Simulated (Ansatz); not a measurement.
**HF/STO-3G run of H3NO (hydroxylamine)**

What is the electronic atomisation energy of H3NO (hydroxylamine) at HF/STO-3G? 

The calculation is run with Ansatz 0.2.0.

45 further runs of the same task are left out: 2 that didn't finish, 43 set aside as unsound or not needed.

## 1. The molecule

The species is H3NO (5 atoms), meant as a singlet with charge 0. As SMILES, `NO`. The coordinates come from a PBE0-D4/def2-TZVP relaxation. This is one conformer, not always the lowest.

Bond lengths: N1–O2 1.422 Å, N1–H3 1.016 Å, N1–H4 1.016 Å, O2–H5 0.960 Å. Angles: N1–O2–H5 102.8°, O2–N1–H3 104.5°, O2–N1–H4 104.5°, H3–N1–H4 106.0°.

## 2. The energy at HF/STO-3G

The input, job.yaml:

```yaml
crystal:
  periodic: [false, false, false]
  atoms:
    - symbol: "N"
      position_ang: [-0.165120, -0.361290, -0.321170]
    - symbol: O
      position_ang: [0.364460, 0.666040, 0.508060]
    - symbol: H
      position_ang: [-0.162690, -1.190020, 0.266770]
    - symbol: H
      position_ang: [-1.141650, -0.109840, -0.446210]
    - symbol: H
      position_ang: [1.105010, 0.995100, -0.007440]
basis:
  gaussian: {orbitals: STO-3G}
hamiltonian: {xc: hf}
accuracy: high
```

Launch:

```sh
$ ansatz run job.yaml --threads 1 --pin off --max-ram 3480MiB --events-out events.jsonl --progress --plain --runs-dir runs
```

Log:

```text
Warning: RAYON_NUM_THREADS=1 ignored (pool sized by the plan → 1); use --threads N
Functional definition: HF
  name "HF"
  exchange = exact_x
  correlation = 0
209 factors; integrals over basis functions are off by at most 2.3e-8 eV
mean field evaluation 1: about -3516.5443 eV, gradient 1.3e1 eV
mean field evaluation 2: about -3516.6753 eV, gradient 1.3e1 eV
mean field evaluation 4: about -3517.3380 eV, gradient 8.4e-1 eV
mean field evaluation 8: about -3517.3418 eV, gradient 2.3e-2 eV
mean field -3517.34183443 eV, -129.2599282754 hartree, gradient 2.0e-8 eV, S^2 0.000000; 0 other end points of the search recorded, 0 dependent functions left out
reference -3517.34183443 eV, -129.2599282754 hartree; 9, 9 occupied and 4, 4 virtual orbitals, 209 factors
Total energy: -3517.34183443 eV, -129.2599282754 hartree
```

It took 0.06 s on 1 thread of Arm Neoverse V1, shared host.

## 3. The H atom

The input, job.yaml:

```yaml
basis:
  gaussian:
    orbitals: STO-3G
crystal:
  periodic: [false, false, false]
  atoms:
    - symbol: H
      position_ang: [0.000000, 0.000000, 0.000000]
hamiltonian:
  xc: hf
accuracy: high
magnetization:
  spin_polarized: true
  initial_magnetization: 1
```

Run the same way, it converges to -0.46658 Eh (log not shown).

## 4. The N atom, same level

The input, job.yaml:

```yaml
crystal:
  periodic: [false, false, false]
  atoms:
    - {symbol: N, position_ang: [0.000000, 0.000000, 0.000000]}
basis:
  gaussian: {orbitals: STO-3G}
accuracy: high
magnetization: {spin_polarized: true, initial_magnetization: 3}
hamiltonian: {xc: hf}
```

Run the same way, it converges to -53.71901 Eh (log not shown).

## 5. The O atom at the same level

The input, input.yaml:

```yaml
crystal:
  periodic: [false, false, false]
  atoms:
    - {symbol: O, position_ang: [0.000000, 0.000000, 0.000000]}
basis:
  gaussian:
    orbitals: STO-3G
magnetization:
  spin_polarized: true
  initial_magnetization: 2
hamiltonian:
  xc: hf
accuracy: high
```

Launch:

```sh
$ ansatz run input.yaml --threads 1 --pin off --max-ram 3480MiB --events-out events.jsonl --progress --plain --runs-dir runs
```

Log:

```text
Warning: RAYON_NUM_THREADS=1 ignored (pool sized by the plan → 1); use --threads N
[... 4 set-up lines as earlier in the session ...]
15 factors; integrals over basis functions are off by at most 1.1e-9 eV
mean field evaluation 1: about -2008.3132 eV, gradient 1.7e-14 eV
mean field evaluation 2: about -2008.3132 eV, gradient 0.0e0 eV
mean field -2008.31323932 eV, -73.8041502613 hartree, gradient 0.0e0 eV, S^2 2.000000; 2 other end points of the search recorded, 0 dependent functions left out
reference -2008.31323932 eV, -73.8041502613 hartree; 5, 3 occupied and 0, 2 virtual orbitals, 15 factors
Total energy: -2008.31323932 eV, -73.8041502613 hartree
```

Wall time 0.04 s (1 thread of Arm Neoverse V1, shared host).

## 6. Results

Level: HF/STO-3G.

| quantity | value |
| --- | --- |
| molecule: total energy | -129.25993 Eh |
| H atom: total energy | -0.46658 Eh |
| H atom: ⟨S²⟩ | 0.750 |
| N atom: total energy | -53.71901 Eh |
| N atom: ⟨S²⟩ | 3.750 |
| O atom: total energy | -73.80415 Eh |
| O atom: ⟨S²⟩ | 2.000 |
| electronic atomisation energy | 9.171 eV |

Taking the molecule apart into free atoms costs 9.17 eV (211 kcal/mol), before zero-point energy and without spin-orbit coupling. Hartree–Fock lacks the correlation of the bonding pairs, which as a rule makes this value much too low; in minimal bases other errors can mask that. In a minimal basis such a difference can be off by several eV, whatever the method.
